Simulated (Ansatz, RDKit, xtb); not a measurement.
# Isomers of C4H4FNO, a sample narrowed down, part 2 of 2

A sample of isomers of C4H4FNO is drawn. Aim: find which of them has the lowest free energy at 298.15 K, then its properties. The sample is small against all isomers, and the most stable one of this formula need not be in it.

xtb, Ansatz and PySCF; isolated molecules.

## 6. After refinement

```csv
label,spin,r2SCAN-D4/def2-SVP (kcal/mol),"B3LYP-D3(BJ)/def2-SVP, relaxed (kcal/mol)",time
c276a,singlet,0.0,0.0,21 s
c308a,singlet,3.1,3.6,20 s
c428a,singlet,5.9,6.2,21 s
```

c276a: Bond lengths: C1–C2 1.544 Å, C2–C3 1.496 Å, C3–C4 1.340 Å, C3–F5 1.332 Å, C1–N6 1.382 Å, C4–N6 1.413 Å, C1–O7 1.209 Å, C2–H8 1.103 Å, C2–H9 1.103 Å, C4–H10 1.087 Å, N6–H11 1.012 Å. Some angles: C1–C2–C3 102.6°, C2–C1–N6 105.5°, C2–C1–O7 128.0°, N6–C1–O7 126.5°, C2–C3–C4 110.7°, C2–C3–F5 122.7°, C4–C3–F5 126.6°, C3–C4–N6 109.1°, C1–N6–C4 112.2°, C1–C2–H8 109.8°.

c308a: Bond lengths: C1–C2 1.482 Å, C2–C3 1.362 Å, C4–F5 1.305 Å, C3–N6 1.395 Å, C4–N6 1.281 Å, C2–O7 1.387 Å, C4–O7 1.338 Å, C1–H8 1.103 Å, C1–H9 1.099 Å, C1–H10 1.103 Å, C3–H11 1.088 Å. Some angles: C1–C2–C3 135.7°, C1–C2–O7 117.9°, C3–C2–O7 106.4°, C2–C3–N6 110.0°, F5–C4–N6 127.9°, F5–C4–O7 115.5°, N6–C4–O7 116.6°, C3–N6–C4 103.0°, C2–O7–C4 104.1°, C2–C1–H8 111.5°.

c428a: Bond lengths: C1–C2 1.484 Å, C3–C4 1.357 Å, C4–F5 1.310 Å, C2–N6 1.294 Å, C3–N6 1.391 Å, C2–O7 1.376 Å, C4–O7 1.348 Å, C1–H8 1.097 Å, C1–H9 1.102 Å, C1–H10 1.102 Å, C3–H11 1.087 Å. Some angles: C1–C2–N6 129.5°, C1–C2–O7 117.6°, N6–C2–O7 112.8°, C3–C4–F5 134.0°, C3–C4–O7 109.7°, F5–C4–O7 116.3°, C4–C3–N6 107.2°, C2–N6–C3 106.0°, C2–O7–C4 104.2°, C2–C1–H8 108.5°.

## 7. Harmonic analysis of the finalists

The lowest few in one piece go on as finalists. In this search the thermal terms come from GFN2-xTB at its own nearest minimum. The first, c276a:

Contents of start.xyz:

```xyz
11
c276a
C     -1.193079    -0.975892    -0.405848
C      0.211864    -0.703004     0.173380
C     -0.027889    -0.755779     1.649250
C     -1.317697    -1.010215     1.909765
F      0.942210    -0.569169     2.543450
N     -2.018181    -1.143260     0.690215
O     -1.521359    -1.034064    -1.567559
H      0.920418    -1.467826    -0.186639
H      0.579741     0.274841    -0.180223
H     -1.820398    -1.113043     2.868584
H     -3.008402    -1.334432     0.601408
```

The run is started by

```bash
$ xtb start.xyz --gfn 2 --ohess tight
```

The program printed (excerpt; [...] marks lines left out):

```text
* xtb version 6.7.1
[...]
          :  # basis functions                  32          :
[...]
          :  # electrons                        38          :
[...]
          :  Hamiltonian                  GFN2-xTB          :
[...]
          :  net charge                          0          :
          :  unpaired electrons                  0          :
[...]
   *** convergence criteria satisfied after 11 iterations ***
[...]
   *** GEOMETRY OPTIMIZATION CONVERGED AFTER 6 ITERATIONS ***
[...]
   *** convergence criteria satisfied after 3 iterations ***
[...]
         ::                     SUMMARY                     ::
         :::::::::::::::::::::::::::::::::::::::::::::::::::::
         :: total energy             -22.320171626458 Eh    ::
         :: gradient norm              0.000236837791 Eh/a0 ::
         :: HOMO-LUMO gap              4.016470762077 eV    ::
         ::.................................................::
         :: SCC energy               -22.558728662771 Eh    ::
         :: -> isotropic ES            0.044618159488 Eh    ::
         :: -> anisotropic ES          0.001129139196 Eh    ::
         :: -> anisotropic XC          0.000884372585 Eh    ::
         :: -> dispersion             -0.006704348265 Eh    ::
         :: repulsion energy           0.238557036312 Eh    ::
         :: add. restraining           0.000000000000 Eh    ::
         :: total charge               0.000000000000 e     ::
         :::::::::::::::::::::::::::::::::::::::::::::::::::::
[...]
        19        2.0000           -0.3961048             -10.7786 (HOMO)
        20                         -0.2485022              -6.7621 (LUMO)
[...]
molecular dipole:
                 x           y           z       tot (Debye)
 q only:       -0.333      -0.068       0.675
   full:       -0.451      -0.092       0.852       2.461
molecular quadrupole (traceless):
[...]
          | TOTAL ENERGY              -22.320171626458 Eh   |
          | TOTAL ENTHALPY            -22.237427292120 Eh   |
          | TOTAL FREE ENERGY         -22.273885682796 Eh   |
          | GRADIENT NORM               0.000236821538 Eh/α |
[...]
```

Wall time 0.27 s (2 threads of Intel Xeon at 2.70GHz, shared host).

## 8. Thermal terms of the finalists

As xtb prints them, at 298.15 K, with its own treatment of low modes:

```csv
label,SMILES,spin,lowest mode (cm⁻¹),zero-point (kcal/mol),G − E (kcal/mol)
c276a,O=C1CC(F)=CN1,singlet,147,47.6,29.0
c308a,Cc1cnc(F)o1,singlet,83,48.0,29.0
c428a,Cc1ncc(F)o1,singlet,73,47.8,28.7
```

## 9. The final energy

Each finalist gets a single point at CCSD(T)/def2-SVP + MP2/def2-TZVPP - MP2/def2-SVP.

c276a, CCSD(T)/def2-SVP:

Contents of input.yaml:

```yaml
crystal:
  periodic: [false, false, false]
  atoms:
    - {symbol: C, position_ang: [-1.193079, -0.975892, -0.405848]}
    - {symbol: C, position_ang: [0.211864, -0.703004, 0.173380]}
    - {symbol: C, position_ang: [-0.027889, -0.755779, 1.649250]}
    - {symbol: C, position_ang: [-1.317697, -1.010215, 1.909765]}
    - {symbol: F, position_ang: [0.942210, -0.569169, 2.543450]}
    - {symbol: "N", position_ang: [-2.018181, -1.143260, 0.690215]}
    - {symbol: O, position_ang: [-1.521359, -1.034064, -1.567559]}
    - {symbol: H, position_ang: [0.920418, -1.467826, -0.186639]}
    - {symbol: H, position_ang: [0.579741, 0.274841, -0.180223]}
    - {symbol: H, position_ang: [-1.820398, -1.113043, 2.868584]}
    - {symbol: H, position_ang: [-3.008402, -1.334432, 0.601408]}
basis:
  gaussian: {orbitals: def2-SVP}
correlation: {method: ccsd_t, frozen_orbitals: {H: 0, F: 1, C: 1, "N": 1, O: 1}}
```

The run is started by

```bash
$ ansatz run input.yaml --threads 2 --pin off --max-ram 4350MiB --events-out events.jsonl --progress --plain --runs-dir runs
```

The program printed (excerpt; [...] marks lines left out):

```text
Warning: RAYON_NUM_THREADS=2 ignored (pool sized by the plan → 2); use --threads N
Functional definition: HF
  name "HF"
[...]
1192 factors; integrals over basis functions are off by at most 1.4e-3 eV
[...]
mean field -10401.19407048 eV, -382.2368319077 hartree, gradient 1.5e-6 eV, S^2 0.000000; 0 other end points of the search recorded, 0 dependent functions left out; unrestricted orbitals would lower it
7 core orbitals not correlated: weight in the atoms' cores, before any rotation towards them, 1.000 or more for the frozen orbitals, at most 0.000 for the correlated occupied ones
reference -10401.19407048 eV, -382.2368319077 hartree; 19, 19 occupied and 92, 92 virtual orbitals, 1192 factors
second order -28.32312204 eV of doubles, -0.00000000 eV of singles
cycle   1  -28.33513254 eV  change   -1.2e-2 eV  update   1.3e-1
[...]
cycle  10  -29.25898539 eV  change   -3.9e-5 eV  update   2.7e-5
perturbative correction -1.00655942 eV, -0.0369903764 hartree
Total energy: -10431.45961529 eV, -383.3490701647 hartree
```

Run time: 21 s. Hardware: 2 threads of Intel Xeon at 2.70GHz, shared host; peak memory 0.76 GiB.

## 10. c276a at MP2/def2-TZVPP

Changes to input.yaml since step 9:

```diff
@@ -8,3 +8,3 @@
     - {symbol: F, position_ang: [0.942210, -0.569169, 2.543450]}
-    - {symbol: "N", position_ang: [-2.018181, -1.143260, 0.690215]}
+    - {symbol: N, position_ang: [-2.018181, -1.143260, 0.690215]}
     - {symbol: O, position_ang: [-1.521359, -1.034064, -1.567559]}
@@ -15,3 +15,6 @@
 basis:
-  gaussian: {orbitals: def2-SVP}
-correlation: {method: ccsd_t, frozen_orbitals: {H: 0, F: 1, C: 1, "N": 1, O: 1}}
+  gaussian:
+    orbitals: def2-TZVPP
+correlation:
+  method: mp2
+  frozen_orbitals: {H: 0, F: 1, C: 1, "N": 1, O: 1}
```

The run is started by

```bash
$ ansatz run input.yaml --threads 2 --pin off --max-ram 4350MiB --events-out events.jsonl --progress --plain --runs-dir runs
```

The program printed:

```text
Warning: RAYON_NUM_THREADS=2 ignored (pool sized by the plan → 2); use --threads N
[... 2 set-up lines as earlier in the session ...]
  exchange = exact_x
  correlation = 0
1711 factors; integrals over basis functions are off by at most 1.0e-3 eV
mean field evaluation 1: about -10408.4067 eV, gradient 4.6e1 eV
mean field evaluation 2: about -10408.7820 eV, gradient 4.6e1 eV
mean field evaluation 4: about -10413.3095 eV, gradient 6.3e0 eV
mean field evaluation 8: about -10413.4401 eV, gradient 6.4e-1 eV
mean field evaluation 16: about -10413.4437 eV, gradient 1.5e-6 eV
mean field -10413.44367357 eV, -382.6869965181 hartree, gradient 1.5e-6 eV, S^2 0.000000; 0 other end points of the search recorded, 0 dependent functions left out; unrestricted orbitals would lower it
7 core orbitals not correlated: weight in the atoms' cores, before any rotation towards them, 1.000 or more for the frozen orbitals, at most 0.000 for the correlated occupied ones
reference -10413.44367357 eV, -382.6869965181 hartree; 19, 19 occupied and 247, 247 virtual orbitals, 1711 factors
second order -35.44941209 eV of doubles, -0.00000000 eV of singles
Total energy: -10448.89308567 eV, -383.9897383841 hartree
```

It took 11 s on 2 threads of Intel Xeon at 2.70GHz, shared host; peak memory 0.78 GiB.

## 11. c308a at CCSD(T)/def2-SVP

Contents of input.yaml:

```yaml
crystal:
  periodic: [false, false, false]
  atoms:
    - {symbol: C, position_ang: [-1.105589, 0.434320, -0.260628]}
    - {symbol: C, position_ang: [-0.740846, -0.720686, 0.592944]}
    - {symbol: C, position_ang: [0.416158, -1.348083, 0.942469]}
    - {symbol: C, position_ang: [-1.134402, -2.366059, 1.917926]}
    - {symbol: F, position_ang: [-1.904183, -3.152329, 2.620353]}
    - {symbol: "N", position_ang: [0.139999, -2.412079, 1.801851]}
    - {symbol: O, position_ang: [-1.763622, -1.397998, 1.240915]}
    - {symbol: H, position_ang: [-1.782038, 0.134492, -1.078031]}
    - {symbol: H, position_ang: [-0.196363, 0.863360, -0.703912]}
    - {symbol: H, position_ang: [-1.613047, 1.221754, 0.320825]}
    - {symbol: H, position_ang: [1.431795, -1.107455, 0.634601]}
basis:
  gaussian: {orbitals: def2-SVP}
correlation: {method: ccsd_t, frozen_orbitals: {H: 0, F: 1, C: 1, "N": 1, O: 1}}
```

The run is started by

```bash
$ ansatz run input.yaml --threads 2 --pin off --max-ram 4350MiB --events-out events.jsonl --progress --plain --runs-dir runs
```

The program printed (excerpt; [...] marks lines left out):

```text
Warning: RAYON_NUM_THREADS=2 ignored (pool sized by the plan → 2); use --threads N
[... 2 set-up lines as earlier in the session ...]
[...]
1200 factors; integrals over basis functions are off by at most 1.3e-3 eV
[...]
mean field -10401.04820645 eV, -382.2314715034 hartree, gradient 8.3e-7 eV, S^2 0.000000; 0 other end points of the search recorded, 0 dependent functions left out
7 core orbitals not correlated: weight in the atoms' cores, before any rotation towards them, 1.000 or more for the frozen orbitals, at most 0.000 for the correlated occupied ones
reference -10401.04820645 eV, -382.2314715034 hartree; 19, 19 occupied and 92, 92 virtual orbitals, 1200 factors
second order -28.49515021 eV of doubles, -0.00000000 eV of singles
cycle   1  -28.43808964 eV  change    5.7e-2 eV  update   1.3e-1
[...]
cycle   9  -29.35002665 eV  change   -2.9e-5 eV  update   3.6e-5
perturbative correction -1.03150483 eV, -0.0379071035 hartree
Total energy: -10431.42973793 eV, -383.3479721921 hartree
```

Wall time 19 s (2 threads of Intel Xeon at 2.70GHz, shared host); peak memory 0.75 GiB.

For c276a the log finds that unrestricted Hartree-Fock orbitals lie lower, a sign to watch the closed-shell reference there.

## 12. Putting it together

Energies in kcal/mol from c276a; G adds the thermal terms to the CCSD(T)/def2-SVP + MP2/def2-TZVPP - MP2/def2-SVP energy. The columns left of the relaxed level are at the tight-binding geometries.

```csv
label,SMILES,spin,GFN2-xTB,HF/STO-3G,r2SCAN-D4/def2-SVP,B3LYP-D3(BJ)/def2-SVP,HF/def2-SVP,MP2/def2-SVP,CCSD(T)/def2-SVP + MP2/def2-TZVPP - MP2/def2-SVP,G,share at equilibrium,T1
c276a,O=C1CC(F)=CN1,singlet,0.0,0.0,0.0,0.0,0.0,0.0,0.0,0.0,83.1 %,0.015
c308a,Cc1cnc(F)o1,singlet,-4.0,-18.9,3.1,3.6,3.4,-0.6,1.0,1.0,16.6 %,0.013
c428a,Cc1ncc(F)o1,singlet,-2.2,-18.4,5.9,6.2,7.4,2.7,3.6,3.3,0.3 %,0.013
```

Lowest found: c276a, `O=C1CC(F)=CN1`, a singlet. Bond lengths: C1–C2 1.544 Å, C2–C3 1.496 Å, C3–C4 1.340 Å, C3–F5 1.332 Å, C1–N6 1.382 Å, C4–N6 1.413 Å, C1–O7 1.209 Å, C2–H8 1.103 Å, C2–H9 1.103 Å, C4–H10 1.087 Å, N6–H11 1.012 Å. Some angles: C1–C2–C3 102.6°, C2–C1–N6 105.5°, C2–C1–O7 128.0°, N6–C1–O7 126.5°, C2–C3–C4 110.7°, C2–C3–F5 122.7°, C4–C3–F5 126.6°, C3–C4–N6 109.1°, C1–N6–C4 112.2°, C1–C2–H8 109.8°.

```xyz
11

C    -1.1931   -0.9759   -0.4058
C     0.2119   -0.7030    0.1734
C    -0.0279   -0.7558    1.6493
C    -1.3177   -1.0102    1.9098
F     0.9422   -0.5692    2.5434
N    -2.0182   -1.1433    0.6902
O    -1.5214   -1.0341   -1.5676
H     0.9204   -1.4678   -0.1866
H     0.5797    0.2748   -0.1802
H    -1.8204   -1.1130    2.8686
H    -3.0084   -1.3344    0.6014
```

## 13. Results

The summary covers parts 1 to 2.

| quantity | value |
| --- | --- |
| lowest structure found | O=C1CC(F)=CN1, singlet |
| next finalist | Cc1cnc(F)o1, singlet, 1.0 kcal/mol higher in G |
| share at equilibrium, among the finalists | 83.1 % |
| funnel | 23 starts, 21 minima at GFN2-xTB, 7 screening runs, 3 relaxed, 3 ranked |
| CPU time of all runs | 5.5 min |

The search ends on `O=C1CC(F)=CN1`. Its margin of 1.0 kcal/mol is inside the likely error of CCSD(T)/def2-SVP + MP2/def2-TZVPP - MP2/def2-SVP with harmonic terms (about 1.5 kcal/mol), so the order of the first two is not settled. r2SCAN-D4/def2-SVP, B3LYP-D3(BJ)/def2-SVP and HF/def2-SVP already put its bonding pattern lowest among the structures in one piece; GFN2-xTB, HF/STO-3G and MP2/def2-SVP favour the singlet Cc1cnc(F)o1. The largest share of the time went into the final energies (51 %). Lowest found is not proven lowest: the search is finite, and each finalist counts with one conformer. Only 14 drawn patterns were tried, so whole families of isomers are missing, and the result ranks this sample alone.
